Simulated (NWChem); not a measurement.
**One shape, several levels: CH4FSSi− (SMILES CS[SiH-]F)**

Wanted: a comparison of 5 runs (HF/STO-3G, HF/3-21G, B3LYP/6-31G*, SVWN5/6-31G*) of CH4FSSi−. 

The results are computed with NWChem 7.3.0.

### 1 The molecule

The species is CH4FSSi− (8 atoms), meant as a singlet with charge -1. As SMILES, `CS[SiH-]F`. The coordinates come from a GFN2-xTB relaxation. This is one conformer, not always the lowest.

Bond lengths: C1–S2 1.808 Å, S2–Si3 2.249 Å, Si3–F4 1.695 Å, C1–H5 1.091 Å, C1–H6 1.091 Å, C1–H7 1.091 Å, Si3–H8 1.485 Å. Angles: C1–S2–Si3 93.8°, S2–Si3–F4 101.2°, S2–C1–H5 109.4°, S2–C1–H6 109.6°, S2–C1–H7 108.9°, S2–Si3–H8 94.1°, F4–Si3–H8 94.6°, H5–C1–H6 109.1°, H5–C1–H7 109.4°, H6–C1–H7 110.4°.

### 2 Energy and forces at HF/STO-3G (run 1)

The input, job.nw:

```
start job
title "CH4FSSi hf"
memory total 2200 mb
charge -1

geometry units angstrom noautosym nocenter noautoz
  C        0.738930       1.048240      -0.427030
  S        0.557010       0.058970       1.074930
  Si      -1.347520      -0.916940       0.382800
  F       -0.742220      -2.239010      -0.487340
  H        0.991060       0.395080      -1.263630
  H       -0.199700       1.560870      -0.643540
  H        1.541430       1.772110      -0.278520
  H       -1.538990      -1.679330       1.642320
end

basis spherical bse
  * library STO-3G
end

scf
  thresh 1e-08
  maxiter 80
  noprint "final vectors analysis"
end

task scf gradient
```

The run is started by

```sh
nwchem job.nw > job.out
```

Output:

```text
[...]
  functions       =    32
[...]
  wavefunction    = RHF
[...]
         Total SCF energy =   -816.410818651332
      One-electron energy =  -1570.794423203927
      Two-electron energy =    544.661852081498
 Nuclear repulsion energy =    209.721752471096
        Time for solution =      1.4s
[...]
                         RHF ENERGY GRADIENTS
    atom               coordinates                        gradient
                 x          y          z           x          y          z
   1 C       1.396375   1.980886  -0.806970   -0.001831   0.010959  -0.021140
   2 S       1.052596   0.111437   2.031323    0.008281   0.011168   0.007796
   3 Si     -2.546444  -1.732765   0.723387    0.008074   0.005888   0.000472
   4 F      -1.402592  -4.231115  -0.920939   -0.004125  -0.010036  -0.010699
   5 H       1.872832   0.746593  -2.387914   -0.000093  -0.010412   0.004279
   6 H      -0.377378   2.949617  -1.216114   -0.008470  -0.003502   0.007080
   7 H       2.912880   3.348802  -0.526326    0.003872  -0.002233   0.009686
   8 H      -2.908269  -3.173474   3.103535   -0.005708  -0.001833   0.002524
[...]
```

Run time: 2.9 s. Hardware: 1 thread of Intel Xeon Platinum 8488C (Sapphire Rapids), shared host; peak memory 0.097 GiB.

### 3 Energy and forces at HF/3-21G (run 2)

The input, run.py:

```python
from ase import Atoms
from ase.calculators.nwchem import NWChem

system = Atoms(['C', 'S', 'Si', 'F', 'H', 'H', 'H', 'H'], positions=[
    [0.738930, 1.048240, -0.427030],
    [0.557010, 0.058970, 1.074930],
    [-1.347520, -0.916940, 0.382800],
    [-0.742220, -2.239010, -0.487340],
    [0.991060, 0.395080, -1.263630],
    [-0.199700, 1.560870, -0.643540],
    [1.541430, 1.772110, -0.278520],
    [-1.538990, -1.679330, 1.642320],
])

calc = NWChem(
    label='ch4fssi',
    theory='scf',
    memory='2200 mb',
    basis='3-21G',
    basispar='spherical bse',
    charge=-1,
    scf={'nopen': '0', 'rhf': None, 'thresh': '1e-08', 'maxiter': '80'},
)
system.calc = calc

forces = system.get_forces()
e = system.get_potential_energy()
print(f"E = {e:.6f} eV")
print("forces (eV/A):")
for s, f in zip(system.symbols, forces):
    print(f"{s:2s} {f[0]:10.5f} {f[1]:10.5f} {f[2]:10.5f}")
print("dipole (e A):", system.get_dipole_moment().round(4))
```

The run is started by

```sh
export ASE_NWCHEM_COMMAND="nwchem PREFIX.nwi > PREFIX.nwo"
python run.py
```

Output:

```text
E = -22365.232452 eV
forces (eV/A):
C     0.54939    1.22040   -1.45838
S     0.90364   -0.28647    1.79489
Si   -1.20826   -0.91238   -1.12357
F    -0.06896    0.08798   -0.28781
H    -0.06171    0.33774    0.17792
H     0.38834   -0.09169   -0.02031
H    -0.26662   -0.13303   -0.19340
H    -0.23582   -0.22255    1.11067
dipole (e A): [ 0.4982  0.9075 -0.5961]
```

The calculator wrote ch4fssi.nwi:

```
title "ch4fssi"

permanent_dir ch4fssi

scratch_dir ch4fssi

start ch4fssi

geometry units angstrom nocenter noautosym noautoz
  C  7.3892999999999998e-01 1.0482400000000001e+00 -4.2703000000000002e-01
  S  5.5701000000000001e-01 5.8970000000000002e-02 1.0749299999999999e+00
  Si -1.3475200000000001e+00 -9.1693999999999998e-01 3.8279999999999997e-01
  F  -7.4221999999999999e-01 -2.2390099999999999e+00 -4.8734000000000000e-01
  H  9.9106000000000005e-01 3.9507999999999999e-01 -1.2636300000000000e+00
  H  -1.9969999999999999e-01 1.5608700000000000e+00 -6.4354000000000000e-01
  H  1.5414300000000001e+00 1.7721100000000001e+00 -2.7851999999999999e-01
  H  -1.5389900000000001e+00 -1.6793300000000000e+00 1.6423200000000000e+00
end

charge -1

memory 2200 mb

basis spherical bse noprint
   * library 3-21G
end

scf
  nopen 0
  rhf
  thresh 1e-08
  maxiter 80
end

task scf gradient
```

ch4fssi.nwo:

```text
Northwest Computational Chemistry Package (NWChem) 7.3.0
             --------------------------------------------------------

           Job information
           ---------------

    nwchem branch   = 7.3.0
    use scalapack   = T
    input           = ch4fssi.nwi
    prefix          = ch4fssi.
    data base       = ch4fssi/ch4fssi.db
    status          = startup
    nproc           =        1

           Memory information
           ------------------

    heap     =     72089600 doubles =      550.0 Mbytes
    stack    =     72089597 doubles =      550.0 Mbytes
    global   =    144179200 doubles =     1100.0 Mbytes (distinct from heap & stack)
    total    =    288358397 doubles =     2200.0 Mbytes
    verify   = yes
    hardfail = no

[... 140 lines left out ...]
 Convergence threshold     :          1.000E-08
[... 12 lines left out ...]
       Final RHF  results
[... 3 lines left out ...]
      One-electron energy =  -1567.717021729753
[... 1 line left out ...]
 Nuclear repulsion energy =    209.721752471096
[... 43 lines left out ...]
                       ROHF Final Molecular Orbital Analysis
[... 218 lines left out ...]
                         RHF ENERGY GRADIENTS

    atom               coordinates                        gradient
                 x          y          z           x          y          z
   1 C       1.396375   1.980886  -0.806970   -0.010684  -0.023733   0.028361
   2 S       1.052596   0.111437   2.031323   -0.017573   0.005571  -0.034905
   3 Si     -2.546444  -1.732765   0.723387    0.023497   0.017743   0.021850
[... 4 lines of this table left out ...]
   8 H      -2.908269  -3.173474   3.103535    0.004586   0.004328  -0.021599

                 ----------------------------------------
                 |  Time  |  1-e(secs)   |  2-e(secs)   |
                 ----------------------------------------
                 |  CPU   |       0.00   |       0.88   |
                 ----------------------------------------
                 |  WALL  |       0.00   |       0.88   |
                 ----------------------------------------

 Task  times  cpu:        2.7s     wall:        2.7s
 Total times  cpu:        2.8s     wall:        2.8s
```

Wall time 3.9 s (1 thread of Intel Xeon Platinum 8488C (Sapphire Rapids), shared host); peak memory 0.096 GiB.

### 4 Energy and gradient at B3LYP/6-31G(d) (spherical functions) (run 3)

The input, run.py:

```python
from ase import Atoms
from ase.calculators.nwchem import NWChem

mol = Atoms('CSSiFHHHH', positions=[
    [0.738930, 1.048240, -0.427030],
    [0.557010, 0.058970, 1.074930],
    [-1.347520, -0.916940, 0.382800],
    [-0.742220, -2.239010, -0.487340],
    [0.991060, 0.395080, -1.263630],
    [-0.199700, 1.560870, -0.643540],
    [1.541430, 1.772110, -0.278520],
    [-1.538990, -1.679330, 1.642320],
])

calc = NWChem(
    label='test',
    theory='dft',
    memory='2200 mb',
    basis='6-31G*',
    basispar='spherical bse',
    charge=-1,
    dft={'xc': 'b3lyp', 'mult': '1', 'grid': 'xfine', 'convergence': 'energy 1e-08', 'iterations': '100', 'mulliken': None, 'print': 'low'},
)
mol.calc = calc

forces = mol.get_forces()
print("Total energy (eV):", round(mol.get_potential_energy(), 6))
print("forces (eV/A):")
for s, f in zip(mol.symbols, forces):
    print(f"{s:2s} {f[0]:10.5f} {f[1]:10.5f} {f[2]:10.5f}")
```

The run is started by

```sh
export ASE_NWCHEM_COMMAND="nwchem PREFIX.nwi > PREFIX.nwo"
python run.py
```

Output:

```text
Total energy (eV): -22534.140635
forces (eV/A):
C     0.24081    0.24621   -0.13745
S     0.01239   -0.27398    0.68371
Si   -0.17473   -0.15226   -0.97003
F    -0.08500    0.05862   -0.21098
H     0.04582    0.06885   -0.22230
H    -0.06232    0.11971   -0.14311
H     0.15041    0.21638   -0.12850
H    -0.12737   -0.28344    1.12866
```

The calculator wrote test.nwi:

```
title "test"

permanent_dir test

scratch_dir test

start test

geometry units angstrom nocenter noautosym noautoz
  C  7.3892999999999998e-01 1.0482400000000001e+00 -4.2703000000000002e-01
  S  5.5701000000000001e-01 5.8970000000000002e-02 1.0749299999999999e+00
  Si -1.3475200000000001e+00 -9.1693999999999998e-01 3.8279999999999997e-01
  F  -7.4221999999999999e-01 -2.2390099999999999e+00 -4.8734000000000000e-01
  H  9.9106000000000005e-01 3.9507999999999999e-01 -1.2636300000000000e+00
  H  -1.9969999999999999e-01 1.5608700000000000e+00 -6.4354000000000000e-01
  H  1.5414300000000001e+00 1.7721100000000001e+00 -2.7851999999999999e-01
  H  -1.5389900000000001e+00 -1.6793300000000000e+00 1.6423200000000000e+00
end

charge -1

memory 2200 mb

basis spherical bse noprint
   * library 6-31G*
end

dft
  xc b3lyp
  mult 1
  grid xfine
  convergence energy 1e-08
  iterations 100
  mulliken
  print low
end

task dft gradient
```

test.nwo:

```text
Northwest Computational Chemistry Package (NWChem) 7.3.0
             --------------------------------------------------------

           Job information
           ---------------

    nwchem branch   = 7.3.0
    use scalapack   = T
    input           = test.nwi
    prefix          = test.
    data base       = test/test.db
    status          = startup
    nproc           =        1

           Memory information
           ------------------

    heap     =     72089598 doubles =      550.0 Mbytes
    stack    =     72089595 doubles =      550.0 Mbytes
    global   =    144179200 doubles =     1100.0 Mbytes (distinct from heap & stack)
    total    =    288358393 doubles =     2200.0 Mbytes
    verify   = yes
    hardfail = no

[... 39 lines left out ...]
            Nuclear Dipole moment (a.u.)
[... 75 lines left out ...]
   convergence    iter        energy       DeltaE   RMS-Dens  Diis-err    time
[... 13 lines left out ...]
         Total DFT energy =     -828.114400876313
      One electron energy =    -1573.281352963740
           Coulomb energy =      599.812292289378
    Exchange-Corr. energy =      -64.367092673046
 Nuclear repulsion energy =      209.721752471096
[... 21 lines left out ...]
    Atom       Charge   Shell Charges
 -----------   ------   -------------------------------------------------------
    1 C    6     6.48   1.99  0.58  1.89  0.46  1.48  0.07
    2 S   16    16.24   2.00  1.99  5.90  1.07  2.85  0.61  1.77  0.06
    3 Si  14    14.12   2.00  1.99  5.88  0.87  1.48  0.65  1.01  0.26
[... 4 lines of this table left out ...]
    8 H    1     1.12   0.53  0.59

                         DFT ENERGY GRADIENTS

    atom               coordinates                        gradient
                 x          y          z           x          y          z
   1 C       1.396375   1.980886  -0.806970   -0.004683  -0.004788   0.002673
   2 S       1.052596   0.111437   2.031323   -0.000241   0.005328  -0.013296
   3 Si     -2.546444  -1.732765   0.723387    0.003398   0.002961   0.018864
[... 4 lines of this table left out ...]
   8 H      -2.908269  -3.173474   3.103535    0.002477   0.005512  -0.021949

 Task  times  cpu:       35.1s     wall:       35.1s
 Total times  cpu:       35.2s     wall:       35.2s
```

It took 37 s on 1 thread of Intel Xeon Platinum 8488C (Sapphire Rapids), shared host; peak memory 0.14 GiB.

Run 4 isn't shown in full; the table further down has it.

### 5 Energy and gradient at B3LYP/6-31G(d) (Cartesian functions) (run 5)

The input, run.py:

```python
from ase import Atoms
from ase.calculators.nwchem import NWChem

molecule = Atoms('CSSiFHHHH', positions=[
    [0.738930, 1.048240, -0.427030],
    [0.557010, 0.058970, 1.074930],
    [-1.347520, -0.916940, 0.382800],
    [-0.742220, -2.239010, -0.487340],
    [0.991060, 0.395080, -1.263630],
    [-0.199700, 1.560870, -0.643540],
    [1.541430, 1.772110, -0.278520],
    [-1.538990, -1.679330, 1.642320],
])

calc = NWChem(
    label='a',
    theory='dft',
    memory='2200 mb',
    basis='6-31G*',
    charge=-1,
    dft={'xc': 'b3lyp', 'mult': '1', 'grid': 'xfine', 'convergence': 'energy 1e-08', 'iterations': '100', 'mulliken': None},
)
molecule.calc = calc

forces = molecule.get_forces()
print("Total energy (eV):", round(molecule.get_potential_energy(), 6))
print("forces (eV/A):")
for s, f in zip(molecule.symbols, forces):
    print(f"{s:2s} {f[0]:10.5f} {f[1]:10.5f} {f[2]:10.5f}")
print("dipole (e A):", molecule.get_dipole_moment().round(4))
```

The run is started by

```sh
export ASE_NWCHEM_COMMAND="nwchem PREFIX.nwi > PREFIX.nwo"
python run.py
```

Output:

```text
Total energy (eV): -22534.313033
forces (eV/A):
C     0.24112    0.24996   -0.14270
S     0.01342   -0.27187    0.68998
Si   -0.16183   -0.17813   -0.98129
F    -0.09688    0.07585   -0.20471
H     0.04541    0.07148   -0.22034
H    -0.05955    0.11812   -0.14264
H     0.14861    0.21458   -0.12964
H    -0.13030   -0.27999    1.13139
dipole (e A): [ 0.6483  0.8487 -0.5334]
```

The calculator wrote a.nwi:

```
title "a"

permanent_dir a

scratch_dir a

start a

geometry units angstrom nocenter noautosym noautoz
  C  7.3892999999999998e-01 1.0482400000000001e+00 -4.2703000000000002e-01
  S  5.5701000000000001e-01 5.8970000000000002e-02 1.0749299999999999e+00
  Si -1.3475200000000001e+00 -9.1693999999999998e-01 3.8279999999999997e-01
  F  -7.4221999999999999e-01 -2.2390099999999999e+00 -4.8734000000000000e-01
  H  9.9106000000000005e-01 3.9507999999999999e-01 -1.2636300000000000e+00
  H  -1.9969999999999999e-01 1.5608700000000000e+00 -6.4354000000000000e-01
  H  1.5414300000000001e+00 1.7721100000000001e+00 -2.7851999999999999e-01
  H  -1.5389900000000001e+00 -1.6793300000000000e+00 1.6423200000000000e+00
end

charge -1

memory 2200 mb

basis noprint
   * library 6-31G*
end

dft
  xc b3lyp
  mult 1
  grid xfine
  convergence energy 1e-08
  iterations 100
  mulliken
end

task dft gradient
```

a.nwo:

```text
Northwest Computational Chemistry Package (NWChem) 7.3.0
             --------------------------------------------------------

           Job information
           ---------------

    nwchem branch   = 7.3.0
    use scalapack   = T
    input           = a.nwi
    prefix          = a.
    data base       = a/a.db
    status          = startup
    nproc           =        1

           Memory information
           ------------------

    heap     =     72089598 doubles =      550.0 Mbytes
    stack    =     72089595 doubles =      550.0 Mbytes
    global   =    144179200 doubles =     1100.0 Mbytes (distinct from heap & stack)
    total    =    288358393 doubles =     2200.0 Mbytes
    verify   = yes
    hardfail = no

[... 109 lines left out ...]
  convergence criterion.
[... 42 lines left out ...]
          Spatial weights used:  Erf1
[... 76 lines left out ...]
         Total DFT energy =     -828.120736404958
[... 3 lines left out ...]
 Nuclear repulsion energy =      209.721752471096
[... 600 lines left out ...]
          Convergence on gradient requested:  5.00D-04
[... 29 lines left out ...]
          total energy or number of iterations.
[... 26 lines left out ...]
                         DFT ENERGY GRADIENTS

    atom               coordinates                        gradient
                 x          y          z           x          y          z
   1 C       1.396375   1.980886  -0.806970   -0.004689  -0.004861   0.002775
   2 S       1.052596   0.111437   2.031323   -0.000261   0.005287  -0.013418
   3 Si     -2.546444  -1.732765   0.723387    0.003147   0.003464   0.019083
[... 4 lines of this table left out ...]
   8 H      -2.908269  -3.173474   3.103535    0.002534   0.005445  -0.022002

                 ----------------------------------------
                 |  Time  |  1-e(secs)   |  2-e(secs)   |
                 ----------------------------------------
                 |  CPU   |       0.01   |       5.92   |
                 ----------------------------------------
                 |  WALL  |       0.01   |       5.92   |
                 ----------------------------------------

 Task  times  cpu:       35.9s     wall:       35.9s
 Total times  cpu:       35.9s     wall:       35.9s
```

Wall time 37 s (1 thread of Intel Xeon Platinum 8488C (Sapphire Rapids), shared host); peak memory 0.13 GiB.

### 6 The series

```
run                               level  iteration cap  module  energy (Eh)  largest force (eV/Å)  wall time
  1                           HF/STO-3G             80     scf  -816.410819                 1.228      2.9 s
  2                            HF/3-21G             80     scf  -821.907140                 2.030      3.9 s
  3  B3LYP/6-31G* (spherical functions)            100     dft  -828.114401                 1.171       37 s
  4  SVWN5/6-31G* (spherical functions)            100     dft  -824.526049                 1.349       22 s
  5  B3LYP/6-31G* (Cartesian functions)            100     dft  -828.120736                 1.173       37 s
```

### 7 What came out

| quantity | value |
| --- | --- |
| run 5: total energy | -828.12074 Eh |
| run 5: HOMO energy | 0.28 eV |
| run 5: LUMO energy | 5.73 eV |
| run 5: HOMO–LUMO gap (to an unbound level, set by the basis) | 5.46 eV |
| run 5: largest force on an atom | 1.173 eV/Å |

In words: Over runs 2, 4, 5 the HOMO–LUMO gap runs from 3.91 eV (SVWN5/6-31G*) to 11.77 eV (HF/3-21G). The two ends differ in method and basis. The empty levels of an anion lie above zero and hang on the basis. Totals of different functionals can't be ranked against each other. In runs 4, 5 the HOMO lies above zero, so the outermost electron may be held by the basis alone. In run 1 the basis is minimal, so the values are rough. All runs together took 1.7 min, the longest 37 s.
